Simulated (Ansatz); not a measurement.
# Al3GaAs4: the cost of one run

Computed with Ansatz 0.2.0 (DFT PBE, scalar-relativistic, plane waves, PAW, unless a step's input says otherwise).

2 further runs of the same task are left out: 1 that didn't finish, 1 set aside as unsound or not needed. Runs told in other sessions of the task aren't counted.

## 1. Starting point

The structure is orthorhombic, space group Pmm2 (No. 25). Conventional cell: a = 4.055 Å, b = 8.110 Å, c = 5.729 Å, α = 90.00°, β = 90.00°, γ = 90.00°. Al (site symmetry mm2) is surrounded by 4 As at 2.48 Å. Around Al (site symmetry m) lie 4 As at 2.48 Å. Ga (site symmetry mm2) has 4 As at 2.49 Å in its first shell of neighbours. As (site symmetry m) is surrounded by 3 Al at 2.48 Å and 1 Ga at 2.49 Å. As (site symmetry mm2) is surrounded by 4 Al at 2.48 Å. As (site symmetry mm2) is surrounded by 2 Al at 2.48 Å and 2 Ga at 2.49 Å.

As a file:

```cif
data_structure
_symmetry_space_group_name_H-M 'Pmm2'
_symmetry_Int_Tables_number 25
_cell_length_a 4.0552
_cell_length_b 8.1095
_cell_length_c 5.7295
_cell_angle_alpha 90.000
_cell_angle_beta 90.000
_cell_angle_gamma 90.000
_cell_volume 188.42
loop_
_atom_site_label
_atom_site_type_symbol
_atom_site_symmetry_multiplicity
_atom_site_Wyckoff_symbol
_atom_site_fract_x
_atom_site_fract_y
_atom_site_fract_z
_atom_site_occupancy
Al1 Al 1 a 0.00000 0.00000 0.00035 1
Al2 Al 2 h 0.50000 0.24973 0.50001 1
Ga1 Ga 1 b 0.00000 0.50000 0.99984 1
As1 As 2 g 0.00000 0.75080 0.74913 1
As2 As 1 c 0.50000 0.00000 0.24988 1
As3 As 1 d 0.50000 0.50000 0.25164 1
```

The cell was relaxed beforehand at this level, from a generated guess; it is a trial structure. At a tolerance of 0.02 Å it has space group Pmm2 (No. 25); it has 23.55 Å³/atom, an uncorrected energy of -0.45 eV/atom over the elements.

## 2. Bands, states and charges

input.yaml reads:

```yaml
crystal:
  lattice:
    - [4.0552462, 0.0, 0.0]
    - [0.0, 8.1095034, 0.0]
    - [0.0, 0.0, 5.7294873]
  atoms:
    - { symbol: Al, position: [0.0, 0.0, 0.000348] }
    - { symbol: Al, position: [0.5, 0.249731, 0.500012] }
    - { symbol: Al, position: [0.5, 0.750269, 0.500012] }
    - { symbol: Ga, position: [0.0, 0.5, 0.999842] }
    - { symbol: As, position: [0.0, 0.750796, 0.749133] }
    - { symbol: As, position: [0.5, 0.0, 0.249882] }
    - { symbol: As, position: [0.0, 0.249204, 0.749133] }
    - { symbol: As, position: [0.5, 0.5, 0.251639] }
basis:
  ecutwfc: 420
kpoints:
  mp_grid: { grid: [8, 4, 6] }
  band_path:
    path:
      - [[0.0, 0.0, 0.0], [0.5, 0.0, 0.0], [0.5, 0.5, 0.0], [0.0, 0.5, 0.0], [0.0, 0.0, 0.0], [0.0, 0.0, 0.5], [0.5, 0.0, 0.5], [0.5, 0.5, 0.5], [0.0, 0.5, 0.5], [0.0, 0.0, 0.5]]
      - [[0.5, 0.0, 0.0], [0.5, 0.0, 0.5]]
      - [[0.0, 0.5, 0.0], [0.0, 0.5, 0.5]]
      - [[0.5, 0.5, 0.0], [0.5, 0.5, 0.5]]
    npoints: 14
hamiltonian:
  xc: pbe
scf:
  occupations: { method: gaussian, width: 0.02 }
  n_extra_bands: 20
output:
  forces: true
  stress: true
  eigenvalues: true
  populations: true
  dos: { projected: true, de: 0.02, nscf_kmesh: { grid: [12, 6, 9] } }
  bader: true
  write_density: true
  write_potential: true
  elf: true
  volumetric_format: npy
```

Started as:

```sh
$ ansatz run input.yaml --threads 4 --pin off --max-ram 8192MiB --backend cpu --events-out ev --progress --plain --runs-dir out
```

Q: Estimate wall time and peak memory on 4 threads of Intel Xeon 6975P-C (Granite Rapids), shared host.

About 52 s, with a peak of 1.5 GiB.
